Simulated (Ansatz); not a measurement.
# C₃H₈SSi: how energies converge with the basis set

Aim: see how fast density functionals converge with the basis set for C₃H₈SSi.

Computed with Ansatz 0.2.0, Gaussian basis. Level: one geometry, several basis sets.

Plan: PBE0-D4/def2-SVP; ωB97M-V/def2-SVP; PBE0-D4/def2-QZVPP; ωB97M-V/def2-QZVPP; the functionals' def2-TZVPP values are taken from earlier runs.

**1. The geometry**

All runs share one geometry, relaxed beforehand with PBE0-D4 in a triple-zeta def2 set.

SMILES `C=CCS[SiH3]`, 13 atoms, charge 0, spin multiplicity 1.

Atoms are counted from 1 here; the program's logs count them from 0.

Bond lengths: C1–C2 1.326 Å, C1–H6 1.086 Å, C1–H7 1.083 Å, C2–C3 1.485 Å, C2–H8 1.087 Å, C3–S4 1.834 Å, C3–H9 1.091 Å, C3–H10 1.093 Å, S4–Si5 2.131 Å, Si5–H11 1.484 Å, Si5–H12 1.484 Å, Si5–H13 1.487 Å. Angles: C2–C1–H6 121.4°, C2–C1–H7 121.5°, H6–C1–H7 117.1°, C1–C2–C3 123.9°, C1–C2–H8 120.0°, C3–C2–H8 116.0°, C2–C3–S4 112.5°, C2–C3–H9 111.4°, C2–C3–H10 111.3°, S4–C3–H9 109.1°, S4–C3–H10 104.0°, H9–C3–H10 108.3°, C3–S4–Si5 100.3°, S4–Si5–H11 113.6°, S4–Si5–H12 104.7°, S4–Si5–H13 110.1°, H11–Si5–H12 109.3°, H11–Si5–H13 108.8° and more.

**2. PBE0-D4 in def2-SVP**

The input, in.yaml:

```yaml
crystal:
  periodic: [false, false, false]
  atoms:
    - {symbol: C, position_ang: [-1.455552, -0.720521, 0.977493]}
    - {symbol: C, position_ang: [-0.263193, -1.160192, 0.597743]}
    - {symbol: C, position_ang: [1.008535, -0.441530, 0.864860]}
    - {symbol: S, position_ang: [1.860188, 0.072401, -0.675549]}
    - {symbol: Si, position_ang: [0.343423, 1.277319, -1.564232]}
    - {symbol: H, position_ang: [-1.567101, 0.205045, 1.533708]}
    - {symbol: H, position_ang: [-2.360410, -1.270054, 0.747104]}
    - {symbol: H, position_ang: [-0.179102, -2.083125, 0.029582]}
    - {symbol: H, position_ang: [0.845305, 0.436407, 1.492243]}
    - {symbol: H, position_ang: [1.733810, -1.089064, 1.363728]}
    - {symbol: H, position_ang: [-0.772054, 0.493052, -2.150844]}
    - {symbol: H, position_ang: [1.039001, 2.023725, -2.642410]}
    - {symbol: H, position_ang: [-0.212450, 2.221736, -0.558626]}
basis:
  gaussian: {orbitals: def2-SVP}
hamiltonian: {xc: pbe0, dispersion: d4}
output: {orbitals: {seedname: orbitals}}
```

On the command line:

```
$ ansatz run in.yaml --threads 4 --pin off --events-out ev --progress --plain --max-ram 10444MiB
```

The program printed:

```text
Functional definition: PBE0
  name "PBE0"
  cite "Adamo & Barone, J. Chem. Phys. 110, 6158 (1999) doi:10.1063/1.478522"
  cite "Perdew, Burke & Ernzerhof, Phys. Rev. Lett. 77, 3865 (1996) doi:10.1103/PhysRevLett.77.3865"
  parent pbe
  parameter a = 0.25
  parameter kappa = 0.804
  parameter beta = 0.06672455060314922
  exchange = (1 - a)*pbe_x(kappa = kappa, mu = beta*pi^2/3) + a*exact_x
  correlation = pbe_c(beta = beta)
1342 factors; their error is unknown
mean field evaluation 1: about -21930.0928 eV, gradient 4.2e1 eV
mean field evaluation 2: about -21928.8408 eV, gradient 4.7e1 eV
mean field evaluation 4: about -21934.7942 eV, gradient 2.4e0 eV
mean field evaluation 8: about -21934.8065 eV, gradient 3.7e-2 eV
mean field evaluation 16: about -21934.8966 eV, gradient 2.7e-5 eV
mean field -21934.89663537 eV, -806.0925833430 hartree, gradient 2.7e-5 eV, S^2 0.000000; 0 other end points of the search recorded, 0 dependent functions left out
reference -21934.89666437 eV, -806.0925844086 hartree; 28, 28 occupied and 90, 90 virtual orbitals, 1342 factors
Total energy: -21935.17947297 eV, -806.1029774331 hartree
```

It took 1.1 s on 4 threads of Arm Neoverse V2, shared host; peak memory 0.28 GiB.

**3. ωB97M-V in def2-SVP**

Edit in.yaml of step 2 so:

```diff
@@ -18,3 +18,3 @@
   gaussian: {orbitals: def2-SVP}
-hamiltonian: {xc: pbe0, dispersion: d4}
+hamiltonian: {xc: {name: wB97M-V}}
 output: {orbitals: {seedname: orbitals}}
```

Launched as before.

The program printed:

```text
Functional definition: wB97M-V
  name "wB97M-V"
  cite "Mardirossian & Head-Gordon, J. Chem. Phys. 144, 214110 (2016) doi:10.1063/1.4952647"
  cite "Becke, J. Chem. Phys. 107, 8554 (1997) doi:10.1063/1.475007"
  cite "Vydrov & Van Voorhis, J. Chem. Phys. 133, 244103 (2010) doi:10.1063/1.3521275"
  # Of w^i u^j: cxij and so on, Table III.
  parameter omega = 0.3/bohr
  parameter cx = 0.15
  parameter cx01 = 1.007
  parameter cx10 = 0.259
  parameter css00 = 0.443
  parameter css04 = -1.437
  parameter css10 = -4.535
  parameter css20 = -3.390
  parameter css43 = 4.278
  parameter cos00 = 1.000
  parameter cos10 = 1.358
  parameter cos20 = 2.924
  parameter cos21 = -8.812
  parameter cos60 = -1.390
  parameter cos61 = 9.142
  parameter b = 6.0
  parameter c = 0.01
  gx(w, u) = 1 - cx + cx01*u + cx10*w
  gss(w, u) = css00 + css04*u^4 + css10*w + css20*w^2 + css43*w^4*u^3
  gos(w, u) = cos00 + cos10*w + (cos20 + cos21*u)*w^2 + (cos60 + cos61*u)*w^6
  exchange = spin_sum(e_x_unif_sr(omega)*gx(b97_w, b97_u_x)) + cx*exact_x_sr(omega) + exact_x_lr(omega)
  correlation = spin_sum(e_c_pw_mod_same_spin*gss(b97_w, b97_u_same))
      + integral(e_c_pw_mod_opposite_spin*gos(b97_w_opposite, b97_u_opposite)) + vv10(b, c)
1339 factors; their error is unknown
373 factors; integrals over basis functions are off by at most 9.1e-6 eV
mean field evaluation 1: about -21940.4192 eV, gradient 2.9e1 eV
mean field evaluation 2: about -21941.8102 eV, gradient 1.9e1 eV
mean field evaluation 4: about -21942.7548 eV, gradient 9.8e-1 eV
mean field evaluation 8: about -21942.7832 eV, gradient 2.6e-1 eV
mean field evaluation 16: about -21942.7834 eV, gradient 2.0e-5 eV
mean field -21942.78338496 eV, -806.3824160444 hartree, gradient 2.0e-5 eV, S^2 0.000000; 0 other end points of the search recorded, 0 dependent functions left out
reference -21942.78343040 eV, -806.3824177144 hartree; 28, 28 occupied and 90, 90 virtual orbitals, 1339 factors
Total energy: -21942.78343040 eV, -806.3824177144 hartree
```

Run time: 4.3 s. Hardware: 4 threads of Arm Neoverse V2, shared host; peak memory 0.4 GiB.

**4. PBE0-D4 in def2-QZVPP**

Edit in.yaml of step 3 so:

```diff
@@ -17,4 +17,4 @@
 basis:
-  gaussian: {orbitals: def2-SVP}
-hamiltonian: {xc: {name: wB97M-V}}
+  gaussian: {orbitals: "def2-QZVPP.json"}
+hamiltonian: {xc: pbe0, dispersion: d4}
 output: {orbitals: {seedname: orbitals}}
```

Same command.

The program printed:

```text
Functional definition: PBE0
  name "PBE0"
  cite "Adamo & Barone, J. Chem. Phys. 110, 6158 (1999) doi:10.1063/1.478522"
  cite "Perdew, Burke & Ernzerhof, Phys. Rev. Lett. 77, 3865 (1996) doi:10.1103/PhysRevLett.77.3865"
  parent pbe
  parameter a = 0.25
  parameter kappa = 0.804
  parameter beta = 0.06672455060314922
  exchange = (1 - a)*pbe_x(kappa = kappa, mu = beta*pi^2/3) + a*exact_x
  correlation = pbe_c(beta = beta)
1774 factors; their error is unknown
mean field evaluation 1: about -21937.6916 eV, gradient 5.8e1 eV
mean field evaluation 2: about -21932.2467 eV, gradient 7.2e1 eV
mean field evaluation 4: about -21945.6766 eV, gradient 5.4e0 eV
mean field evaluation 8: about -21945.7406 eV, gradient 3.1e-1 eV
mean field evaluation 16: about -21945.7579 eV, gradient 2.6e-4 eV
mean field -21945.75792182 eV, -806.4917282579 hartree, gradient 7.2e-5 eV, S^2 0.000000; 0 other end points of the search recorded, 0 dependent functions left out
reference -21945.75796596 eV, -806.4917298799 hartree; 28, 28 occupied and 523, 523 virtual orbitals, 1774 factors
Total energy: -21946.04077456 eV, -806.5021229044 hartree
```

Run time: 10 s. Hardware: 4 threads of Arm Neoverse V2, shared host; peak memory 2.4 GiB.

**5. ωB97M-V in def2-QZVPP**

Edit in.yaml of step 4 so:

```diff
@@ -18,3 +18,3 @@
   gaussian: {orbitals: "def2-QZVPP.json"}
-hamiltonian: {xc: pbe0, dispersion: d4}
+hamiltonian: {xc: {name: wB97M-V}}
 output: {orbitals: {seedname: orbitals}}
```

Same command.

The program printed:

```text
Functional definition: wB97M-V
  name "wB97M-V"
  cite "Mardirossian & Head-Gordon, J. Chem. Phys. 144, 214110 (2016) doi:10.1063/1.4952647"
  cite "Becke, J. Chem. Phys. 107, 8554 (1997) doi:10.1063/1.475007"
  cite "Vydrov & Van Voorhis, J. Chem. Phys. 133, 244103 (2010) doi:10.1063/1.3521275"
  # Of w^i u^j: cxij and so on, Table III.
  parameter omega = 0.3/bohr
  parameter cx = 0.15
  parameter cx01 = 1.007
  parameter cx10 = 0.259
  parameter css00 = 0.443
  parameter css04 = -1.437
  parameter css10 = -4.535
  parameter css20 = -3.390
  parameter css43 = 4.278
  parameter cos00 = 1.000
  parameter cos10 = 1.358
  parameter cos20 = 2.924
  parameter cos21 = -8.812
  parameter cos60 = -1.390
  parameter cos61 = 9.142
  parameter b = 6.0
  parameter c = 0.01
  gx(w, u) = 1 - cx + cx01*u + cx10*w
  gss(w, u) = css00 + css04*u^4 + css10*w + css20*w^2 + css43*w^4*u^3
  gos(w, u) = cos00 + cos10*w + (cos20 + cos21*u)*w^2 + (cos60 + cos61*u)*w^6
  exchange = spin_sum(e_x_unif_sr(omega)*gx(b97_w, b97_u_x)) + cx*exact_x_sr(omega) + exact_x_lr(omega)
  correlation = spin_sum(e_c_pw_mod_same_spin*gss(b97_w, b97_u_same))
      + integral(e_c_pw_mod_opposite_spin*gos(b97_w_opposite, b97_u_opposite)) + vv10(b, c)
1726 factors; their error is unknown
442 factors; integrals over basis functions are off by at most 7.1e-6 eV
mean field evaluation 1: about -21949.6076 eV, gradient 4.2e1 eV
mean field evaluation 2: about -21951.5110 eV, gradient 3.1e1 eV
mean field evaluation 4: about -21953.8029 eV, gradient 1.9e0 eV
mean field evaluation 8: about -21953.8202 eV, gradient 4.9e-2 eV
mean field evaluation 16: about -21953.8253 eV, gradient 7.7e-5 eV
mean field -21953.82526115 eV, -806.7881975099 hartree, gradient 7.7e-5 eV, S^2 0.000000; 0 other end points of the search recorded, 0 dependent functions left out
reference -21953.82533087 eV, -806.7882000721 hartree; 28, 28 occupied and 523, 523 virtual orbitals, 1726 factors
Total energy: -21953.82533087 eV, -806.7882000721 hartree
```

Run time: 23 s. Hardware: 4 threads of Arm Neoverse V2, shared host; peak memory 2.8 GiB.

**6. Functionals by basis**

The def2-TZVPP values come from earlier runs at the same geometry.

```tsv
functional	basis	functions	energy (eV)	from the largest (eV)	HOMO (eV)	LUMO (eV)
PBE0-D4	def2-SVP	118	-21935.1795	10.861	-6.89	-0.08
PBE0-D4	def2-TZVPP	289	-21945.2627	0.778	-6.98	-0.29
PBE0-D4	def2-QZVPP	551	-21946.0408	0.000	-7.00	-0.37
ωB97M-V	def2-SVP	118	-21942.7834	11.042	-9.04	2.12
ωB97M-V	def2-TZVPP	289	-21953.0884	0.737	-9.16	1.72
ωB97M-V	def2-QZVPP	551	-21953.8253	0.000	-9.18	1.41
```

**7. What came out**

```
                                       quantity           value
PBE0-D4: double and triple zeta above quadruple  10.86, 0.78 eV
ωB97M-V: double and triple zeta above quadruple  11.04, 0.74 eV
```

What this shows: PBE0-D4 gains 10.08 eV from double to triple zeta, then 0.78 eV more. Total energies overstate the basis error of differences, where much of it tends to cancel. The LUMO of ωB97M-V is positive and keeps falling with the basis (2.12 to 1.41 eV): an unbound level that the basis holds in place.

For PBE0-D4 the largest set took about 9 times as long as the smallest (10 s against 1.1 s).
